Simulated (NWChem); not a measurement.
# AgF (SMILES [F][Ag]) at 6 levels

Wanted: a comparison of 6 runs (HF/def2-SVP, HF/def2-TZVP, B3LYP/def2-TZVP, SVWN5/def2-TZVP, r2SCAN/def2-TZVP, CCSD/def2-TZVP) of AgF. 

Program for the calculation: NWChem 7.3.0.

1 further run of the same task is left out (set aside as unsound or not needed).

### 1 The molecule

AgF has 2 atoms, charge 0, and is taken as a singlet. SMILES: `[F][Ag]`. The shape is that of a PBE0-D4/def2-TZVP optimisation.

Bond lengths: F1–Ag2 1.986 Å.

### 2 Energy and forces at HF/def2-SVP (core potential) (run 1)

File agf.nw:

```
start agf
memory 2200 mb

geometry units atomic noautosym nocenter noautoz
  F   1.62516447 -0.63173544  0.80426744
  Ag -1.56941755  0.51797393 -0.79651956
end

basis spherical bse
  * library def2-SVP
end

ecp bse
  Ag library def2-SVP
end

scf
  thresh 1e-08
  maxiter 80
  print low
end

task scf gradient
```

Run with:

```bash
$ nwchem agf.nw > agf.out
```

Standard output:

```text
[...]
  functions       =    45
[...]
  wavefunction    = RHF
[...]
         Total SCF energy =   -245.425389601855
      One-electron energy =   -493.383445872626
      Two-electron energy =    202.402100647500
 Nuclear repulsion energy =     45.555955623271
        Time for solution =      3.4s
[...]
                         RHF ENERGY GRADIENTS
    atom               coordinates                        gradient
                 x          y          z           x          y          z
   1 F       1.625164  -0.631735   0.804267   -0.007918   0.002850  -0.003968
   2 Ag     -1.569418   0.517974  -0.796520    0.007918  -0.002850   0.003968
 Task  times  cpu:        4.1s     wall:        4.1s
 Total times  cpu:        4.1s     wall:        4.1s
```

It took 4.8 s on 1 thread of Intel Xeon Platinum 8488C (Sapphire Rapids), shared host; peak memory 0.1 GiB.

### 3 Energy and gradient at HF/def2-TZVP (core potential) (run 2)

File geom.nw:

```
START geom
TITLE "AgF"
memory stack 880 mb heap 220 mb global 1100 mb
charge 0

GEOMETRY units angstroms noautosym nocenter noautoz
   F      0.860000    -0.334300     0.425600
   Ag    -0.830500     0.274100    -0.421500
END

BASIS spherical bse
   * library def2-TZVP
END

ECP bse
   Ag library def2-TZVP
END

SCF
   thresh 1e-08
   maxiter 80
   print low
END

TASK scf gradient
```

Run with:

```bash
$ nwchem geom.nw > geom.out
```

Standard output:

```text
[...]
  functions       =    71
[...]
  wavefunction    = RHF
[...]
         Total SCF energy =   -245.588159073290
      One-electron energy =   -493.398328105614
      Two-electron energy =    202.254210080672
 Nuclear repulsion energy =     45.555958951652
        Time for solution =      7.4s
[...]
                         RHF ENERGY GRADIENTS
    atom               coordinates                        gradient
                 x          y          z           x          y          z
   1 F       1.625164  -0.631735   0.804267   -0.011445   0.004119  -0.005735
   2 Ag     -1.569417   0.517974  -0.796520    0.011445  -0.004119   0.005735
 Task  times  cpu:        9.7s     wall:        9.7s
 Total times  cpu:        9.7s     wall:        9.7s
```

Wall time 11 s (1 thread of Intel Xeon Platinum 8488C (Sapphire Rapids), shared host); peak memory 0.11 GiB.

Run 3 isn't shown in full; the table further down has it.

### 4 Energy and forces at SVWN5/def2-TZVP (core potential) (run 4)

File job.nw:

```
echo
START job
TITLE "AgF SVWN5"
memory stack 880 mb heap 220 mb global 1100 mb
charge 0
GEOMETRY units angstrom noautosym nocenter noautoz
  F      0.860000    -0.334300     0.425600
  Ag    -0.830500     0.274100    -0.421500
END
BASIS "ao basis" spherical bse
  F library def2-TZVP
  Ag library def2-TZVP
END
ECP bse
  Ag library def2-TZVP
END
DFT
  xc slater vwn_5
  grid xfine
  convergence energy 1e-08
  iterations 100
  mulliken
  print medium
END
TASK dft gradient
```

Run with:

```bash
$ nwchem job.nw > job.out
```

Standard output:

```text
[...]
          Wavefunction type:  closed shell.
          No. of atoms     :     2
          No. of electrons :    28
[...]
          Charge           :     0
          Spin multiplicity:     1
[...]
          AO basis - number of functions:    71
[...]
              XC Information
              --------------
                        Slater Exchange Functional  1.000 local
                      VWN V Correlation Functional  1.000 local
[...]
 d= 0,ls=0.0,diis     1   -245.8036997608 -2.91D+02  4.16D-02  2.01D+00     0.8
[...]
 d= 0,ls=0.0,diis    11   -245.9733794131 -1.34D-09  3.24D-07  3.38D-09     5.7
         Total DFT energy =     -245.973379413127
      One electron energy =     -491.582714492434
           Coulomb energy =      223.679343001044
    Exchange-Corr. energy =      -23.625966873389
 Nuclear repulsion energy =       45.555958951652
[...]
      Total Density - Mulliken Population Analysis
     ---------------------------------------------
    Atom       Charge   Shell Charges
 -----------   ------   -------------------------------------------------------
    1 F    9     9.52   0.76  1.20  0.62  0.94  0.46  2.26  2.00  1.27  0.00  0.00  0.00
    2 Ag  19    18.48   0.03 -0.42  1.66  0.73  0.40  0.01  5.25  0.75  0.10  0.04  5.70  3.24  0.99  0.00
[...]
  wavefunction    = closed shell
                         DFT ENERGY GRADIENTS
    atom               coordinates                        gradient
                 x          y          z           x          y          z
   1 F       1.625164  -0.631735   0.804267    0.011377  -0.004094   0.005701
   2 Ag     -1.569417   0.517974  -0.796520   -0.011377   0.004094  -0.005701
[...]
```

It took 8.7 s on 1 thread of Intel Xeon Platinum 8488C (Sapphire Rapids), shared host; peak memory 0.12 GiB.

Run 5 isn't shown in full; the table further down has it.

### 5 The energy at CCSD/def2-TZVP (core potential) (run 6)

File struct.nw:

```
start struct
memory stack 880 mb heap 220 mb global 1100 mb
charge 0

geometry units angstroms noautosym nocenter noautoz
   F        0.860000      -0.334300       0.425600
   Ag      -0.830500       0.274100      -0.421500
end

basis spherical bse
   * library def2-TZVP
end

ecp bse
   Ag library def2-TZVP
end

scf
   thresh 1e-08
   maxiter 80
   noprint "final vectors analysis"
end

ccsd
   freeze core 1
   maxiter 60
end

task ccsd energy
```

Run with:

```bash
$ nwchem struct.nw > struct.out
```

Standard output:

```text
[...]
  functions       =    71
[...]
  wavefunction    = RHF
[...]
         Total SCF energy =   -245.588159073290
      One-electron energy =   -493.398328105614
      Two-electron energy =    202.254210080672
 Nuclear repulsion energy =     45.555958951652
        Time for solution =      7.4s
[...]
 Total MP2 energy:           -246.314748394970366
[...]
             energy      energy      error      ampl     ampl      Block
                                                time     time      time
[...]
 Total CCSD energy:           -246.287542240796256
[...]
```

Wall time 64 s (1 thread of Intel Xeon Platinum 8488C (Sapphire Rapids), shared host); peak memory 0.19 GiB.

### 6 The series

| run | level | core potential | iteration cap | energy (Eh) | largest force (eV/Å) | wall time |
| --- | --- | --- | --- | --- | --- | --- |
| 1 | HF/def2-SVP (core potential) | def2-SVP | 80 | -245.425390 | 0.478 | 4.8 s |
| 2 | HF/def2-TZVP (core potential) | def2-TZVP | 80 | -245.588159 | 0.692 | 11 s |
| 3 | B3LYP/def2-TZVP (core potential) | def2-TZVP | 100 | -246.917004 | 0.155 | 16 s |
| 4 | SVWN5/def2-TZVP (core potential) | def2-TZVP | 100 | -245.973379 | 0.687 | 8.7 s |
| 5 | r2SCAN/def2-TZVP (core potential) | def2-TZVP | 100 | -246.867997 | 0.160 | 18 s |
| 6 | CCSD/def2-TZVP (core potential) | def2-TZVP | 80 | -246.287542 | – | 64 s |

### 7 What came out

```
                                         quantity          value
                              run 6: total energy  -246.28754 Eh
run 6: correlation energy (1 core orbital frozen)     -699.4 mEh
```

Over runs 3, 4, 5 the dipole moment (its size) runs from 5.08 D (SVWN5/def2-TZVP) to 5.65 D (B3LYP/def2-TZVP). Over runs 3, 4, 5 the HOMO–LUMO gap runs from 2.33 eV (SVWN5/def2-TZVP) to 4.16 eV (B3LYP/def2-TZVP). Totals of different functionals can't be ranked against each other. All runs together took 2 min, the longest 64 s.
